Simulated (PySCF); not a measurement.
# [Yb(NH3)3]3+: other functionals and bases at one geometry

One table from this session's results is given with a row withheld; the runs are named, their logs left out.

The runs use PySCF 2.14.0; several levels, as the steps say, no spin–orbit coupling.

2 further runs of the same task are left out: 2 for a known fault of the program.

## Starting geometry

13 atoms, charge 3, spin multiplicity 1.

Bond lengths: Yb1–N2 2.351 Å, Yb1–N6 2.351 Å, Yb1–N10 2.351 Å, N2–H3 1.050 Å, N2–H4 1.048 Å, N2–H5 1.048 Å, N6–H7 1.050 Å, N6–H8 1.048 Å, N6–H9 1.048 Å, N10–H11 1.050 Å, N10–H12 1.048 Å, N10–H13 1.048 Å. Angles: N2–Yb1–N6 110.8°, N2–Yb1–N10 110.8°, N6–Yb1–N10 110.8°, Yb1–N2–H3 115.0°, Yb1–N2–H4 116.5°, Yb1–N2–H5 115.6°, H3–N2–H4 102.5°, H3–N2–H5 102.5°, H4–N2–H5 102.7°, Yb1–N6–H7 115.0°, Yb1–N6–H8 116.5°, Yb1–N6–H9 115.6°, H7–N6–H8 102.5°, H7–N6–H9 102.5°, H8–N6–H9 102.7°, Yb1–N10–H11 115.0°, Yb1–N10–H12 116.5°, Yb1–N10–H13 115.6° and more.

Coordinates:

| atom | x (Å) | y (Å) | z (Å) |
| --- | --- | --- | --- |
| Yb1 | 0.0000 | 0.0000 | 0.7415 |
| N2 | 2.2348 | 0.0001 | 0.0106 |
| H3 | 2.9371 | -0.3003 | 0.7305 |
| H4 | 2.4613 | -0.6229 | -0.8015 |
| H5 | 2.6103 | 0.9281 | -0.2996 |
| N6 | -1.1175 | 1.9353 | 0.0106 |
| H7 | -1.2085 | 2.6938 | 0.7305 |
| H8 | -0.6912 | 2.4430 | -0.8015 |
| H9 | -2.1089 | 1.7966 | -0.2996 |
| N10 | -1.1173 | -1.9354 | 0.0106 |
| H11 | -1.7286 | -2.3935 | 0.7305 |
| H12 | -1.7701 | -1.8201 | -0.8015 |
| H13 | -0.5014 | -2.7247 | -0.2996 |

Formal oxidation states: Yb +3. Each metal's 13 4f electrons lie in its core potential, so multiplicities, spins and levels count the valence alone. An earlier session relaxed this geometry at BP86, Yb lcecp-1-SVP with ECP59, N def2-SVP, H def2-SVP (singlet, point group C3).

At BP86 on the finer grid: E = -207.976287 Eh, HOMO -23.43 eV, LUMO -17.39 eV, Mulliken charge on Yb1 +1.65 e, largest force component 0.013 eV/Å. 

Levels to run: B3LYP; wB97X; BLYP; r2SCAN; BP86, TZVP. Hardware: 2 threads of Intel Xeon at 2.70GHz, shared host.

The first run:

File run.py (the lines that set the calculation):

```python
mol = gto.M(atom='''
Yb     0.00000     0.00000     0.74154
N      2.23478     0.00007     0.01059
H      2.93714    -0.30026     0.73054
H      2.46127    -0.62290    -0.80151
H      2.61034     0.92806    -0.29957
N     -1.11745     1.93534     0.01059
H     -1.20854     2.69376     0.73054
H     -0.69119     2.44297    -0.80151
H     -2.10890     1.79659    -0.29957
N     -1.11733    -1.93541     0.01059
H     -1.72860    -2.39351     0.73054
H     -1.77008    -1.82007    -0.80151
H     -0.50144    -2.72465    -0.29957''',
    basis={'Yb': 'lcecp-1-SVP', 'N': 'def2-SVP', 'H': 'def2-SVP'},
    ecp={'Yb': 'lcecp-1-SVP'},
    charge=3, spin=0)
mf = dft.RKS(mol, xc='B3LYP')
mf.grids.atom_grid = (75, 302)  # f atoms: unpruned, at least (60, 302)
mf = mf.density_fit()  # fitting sets: Yb AutoAux, N def2-universal-JKFIT, H def2-universal-JKFIT
mf.conv_tol = 1e-08; mf.max_cycle = 55
mf.kernel(dm0)  # dm0: the density of the relaxed state
```

Started as:

```sh
> OMP_NUM_THREADS=2 python run.py
```

Among the steps run: B3LYP; wB97X; BLYP; r2SCAN; BP86, TZVP.

One of the session's tables, all rows but one given; the rest of the session is left out.

```
              level  HOMO (eV)  gap (eV)  charge on Yb1 (e)  dipole (D)  largest force component (eV/Å)
BP86 (relaxed here)     -23.43      6.04               1.65        2.99                            0.01
              B3LYP     -24.58      7.65               1.72        2.83                            0.40
              wB97X          ?         ?                  ?           ?                               ?
               BLYP     -23.18      5.65               1.62        2.98                            0.17
             r2SCAN     -23.67      6.77               1.77        2.83                            0.33
         BP86, TZVP     -23.35      6.05               1.99        2.99                            0.39
```

Q: Estimate the row for wB97X from the others.

As computed: HOMO (eV): -27.37; gap (eV): 13.21; charge on Yb1 (e): 1.80; dipole (D): 2.65; largest force component (eV/Å): 0.46. In the column «HOMO (eV)» it is the lowest.

The dipole of a charged species depends on the origin, so these sizes hold for this origin alone.

In one basis the HOMO–LUMO gap runs from 5.65 eV (BLYP) to 13.21 eV (wB97X). The largest leftover force, 0.46 eV/Å with wB97X, stands at a geometry relaxed at another level. With 4f in the core, its levels are missing from HOMO and gap, and its count is fixed, so no charge can pass from the ligands into it. Total energies of different levels can't be compared.
